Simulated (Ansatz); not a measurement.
This script drives Ansatz 0.2.0 through its Python package.

`c2h5fgeo.py`
```python
# -*- coding: utf-8 -*-
import itertools

import ansatz as az
from ase.data import atomic_numbers, covalent_radii
import numpy as np

GEOMETRY = """
C    -1.41830    0.14320    0.41870
C    -0.37030   -0.20670   -0.59000
O    -0.70200   -0.59440   -1.69850
Ge    1.50160   -0.05500   -0.16630
F     1.70980    0.52020    1.48010
H    -0.95560    0.47650    1.37040
H    -2.05500    0.96280    0.02470
H    -2.05150   -0.74580    0.62120
H     2.17310   -1.44410   -0.31350
H     2.16820    0.94320   -1.14690
"""

system = az.Crystal.molecule()
for line in GEOMETRY.strip().splitlines():
    symbol, *xyz = line.split()
    system = system.atom(symbol, [float(v) for v in xyz])

model = (
    system.calculation()
    .basis(gaussian="def2-SVP")
    .functional("B3LYP")
)
symbols = [site.symbol for site in system.cartesian_sites]
start = np.array([site.position_ang for site in system.cartesian_sites], dtype=float)
report = model.relax(force_tolerance=0.003, max_steps=100).run().report
end = np.array(report["positions_ang"])

radius = [covalent_radii[atomic_numbers[s]] for s in symbols]
span = lambda where, i, j: np.linalg.norm(where[i] - where[j])
bonded = [(i, j) for i, j in itertools.combinations(range(len(symbols)), 2) if min(span(start, i, j), span(end, i, j)) < 1.2 * (radius[i] + radius[j])]
print("pair        before    after (A)")
for i, j in bonded:
    print(f"{symbols[i]}{i}-{symbols[j]}{j}".ljust(10), f"{span(start, i, j):8.4f} {span(end, i, j):8.4f}")

minimum = az.Crystal.molecule()
for symbol, place in zip(symbols, end):
    minimum = minimum.atom(symbol, place.tolist())
vibrating = minimum.calculation()
vibrating = vibrating.basis(gaussian="def2-SVP")
vibrating = vibrating.functional("B3LYP").phonons(temperatures=(298.15, 498.15, 100))
vib = vibrating.run().report["vibrations"]
sums = vib["harmonic_sums"]
modes = [m["omega_inv_cm"] for m in sums["modes_at_gamma"] if m["rigid_motion"] == "no"]
for number, w in enumerate(modes, start=1):
    print(f"mode {number:2d} {w:9.1f} 1/cm {w / 8065.544 * 1000:8.2f} meV")
print("imaginary modes:", sum(w < 0 for w in modes), " zero-point energy:", round(sums["zero_point_energy_ev"], 4), "eV")
print("T (K)   F_vib (eV)   S_vib (meV/K)   C_vib (meV/K)")
for row in zip(sums["temperatures_k"], sums["vibrational_free_energy_ev"], vib["entropy_ev_per_k"], vib["heat_capacity_ev_per_k"]):
    print(f"{row[0]:6.1f} {row[1]:11.4f} {1000 * row[2]:13.4f} {1000 * row[3]:15.4f}")
```

It is started by `python c2h5fgeo.py`. How long does it take on 1 thread of Arm Neoverse V1 (shared host), and how much memory does it need?

It took about 5.1 min, with a peak of 0.35 GiB, for 2 runs of the engine.

Running `python c2h5fgeo.py` prints:
```text
pair        before    after (A)
C0-C1        1.4961   1.5143
C0-H5        1.1095   1.0985
C0-H6        1.1101   1.1030
C0-H7        1.1101   1.1030
C1-O2        1.2203   1.2090
C1-Ge3       1.9252   2.0184
Ge3-F4       1.7564   1.7618
Ge3-H8       1.5499   1.5404
Ge3-H9       1.5499   1.5404
RunWarning: phonons: modes at or below zero, which the zero-point energy, F, S and C_V leave out: 1, the lowest at -130.56 cm⁻¹. A minimum has none, and a first-order saddle one
mode  1    -130.6 1/cm   -16.19 meV
mode  2      58.6 1/cm     7.27 meV
mode  3     114.8 1/cm    14.23 meV
mode  4     290.5 1/cm    36.02 meV
mode  5     310.4 1/cm    38.49 meV
mode  6     342.0 1/cm    42.40 meV
mode  7     559.0 1/cm    69.31 meV
mode  8     580.8 1/cm    72.00 meV
mode  9     654.7 1/cm    81.17 meV
mode 10     684.7 1/cm    84.90 meV
mode 11     780.4 1/cm    96.76 meV
mode 12     853.4 1/cm   105.81 meV
mode 13     954.2 1/cm   118.30 meV
mode 14     976.7 1/cm   121.09 meV
mode 15    1110.3 1/cm   137.66 meV
mode 16    1348.7 1/cm   167.21 meV
mode 17    1432.7 1/cm   177.63 meV
mode 18    1450.5 1/cm   179.84 meV
mode 19    1797.0 1/cm   222.81 meV
mode 20    2133.2 1/cm   264.49 meV
mode 21    2149.7 1/cm   266.53 meV
mode 22    3030.0 1/cm   375.67 meV
mode 23    3111.7 1/cm   385.81 meV
mode 24    3152.7 1/cm   390.88 meV
imaginary modes: 1  zero-point energy: 1.7281 eV
T (K)   F_vib (eV)   S_vib (meV/K)   C_vib (meV/K)
 298.1      1.6437        0.6135          0.6731
 398.1      1.5712        0.8358          0.8675
 498.1      1.4769        1.0480          1.0265
```
(Warnings from the package without file and line.)

The frequencies are harmonic and unscaled, in a modest basis. b3lyp holds the VWN-RPA fit, as in Gaussian; the form of ORCA and Turbomole is b3lyp5.
